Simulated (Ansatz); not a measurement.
**SiGeN+ (quintet): from Hartree-Fock to the top rungs, cc-pVTZ**

An exercise on one series of results from a longer session: the logs are not shown, and one member is left open.

Program: Ansatz 0.2.0, Gaussian basis. Level of theory: cc-pVTZ, core rule «outside noble gas», up to 20 orbitals frozen. These are calculated values, not measurements.

To be run: UHF; CCSD(T) on ROHF; CCSD(T) on UHF; BCCD(T) on ROHF; CCSDT(Q) on ROHF; CCSDT(Q) on UHF; CASSCF and NEVPT2, 12 electrons in 12 orbitals.

5 further runs of the same task are left out: 5 set aside as unsound or not needed.

### The system

The geometry is a PBE0/def2-TZVP stationary point (not a proven minimum) of the parent state, kept for this charge and spin. No spin-orbit coupling is included. The filled d shell of Ge may be among the frozen orbitals whatever the setting's name suggests; the logs give the count.

3 atoms, charge 1, spin multiplicity 5.

Atoms are counted from 1 here; the program's logs count them from 0.

Bond lengths: Ge1–N2 1.719 Å, N2–Si3 1.644 Å. Angles: Ge1–N2–Si3 180.0°.

Set-up of the first run:

File in.yaml:

```yaml
crystal:
  periodic: [false, false, false]
  atoms:
    - {symbol: Ge, position_ang: [0.000000, 0.000000, 1.693800]}
    - {symbol: N, position_ang: [0.000000, 0.000000, -0.024900]}
    - {symbol: Si, position_ang: [0.000000, 0.000000, -1.668900]}
basis:
  gaussian: {orbitals: cc-pVTZ}
total_charge: 1
magnetization: {spin_polarized: true, initial_magnetization: 4}
hamiltonian: {xc: hf}
output: {orbitals: {seedname: orbitals}}
```

Run with:

```sh
$ ansatz run in.yaml --threads 1 --pin off --events-out ev --progress --plain --max-ram 4096MiB --backend cpu
```

Among the steps run: UHF; CCSD(T) on ROHF; CCSD(T) on UHF; BCCD(T) on ROHF; CCSDT(Q) on ROHF; CCSDT(Q) on UHF; CASSCF and NEVPT2, 12 electrons in 12 orbitals.

One of the session's tables, all rows but one given; the rest of the session is left out.

It belongs to the step «Misses and costs». 

```
        method  from RCCSDT(Q) (kcal/mol)
          RMP2                     +17.87
          UMP2                     +39.85
         RCCSD                     +17.17
         UCCSD                          ?
      RCCSD(T)                      +1.94
      UCCSD(T)                      +2.76
       BCCD(T)                      +2.26
        RCCSDT                      +1.69
        UCCSDT                      +0.99
     RCCSDT(Q)                          0
     UCCSDT(Q)                      -0.76
CASSCF valence                    +138.28
NEVPT2 valence                     +36.13
```

**Question.** Estimate the row for UCCSD.

The run gave: from RCCSDT(Q) (kcal/mol): +15.72. In the column «from RCCSDT(Q) (kcal/mol)» it lies between UCCSD(T) (+2.76) and RCCSD (+17.17).

Left out of the table: ROHF, UHF (another determinant or state than the rows shown).

Caveats from the session: The report flags that the cluster equations may have other roots. The determinant is far from a pure spin state, so its energy mixes those of several spin states (harmless only where they are near-degenerate, as at dissociation). The program flags RCCSD(T), BCCD(T), RCCSDT(Q) as in doubt, so the zero of the table is itself unsure. Warnings: coupled cluster took another determinant than the lowest; large T1 diagnostic. Restricted and unrestricted rows rest on different reference determinants; where their highest levels disagree by more than a few hundredths of an eV, they describe different states and don't form one ladder.
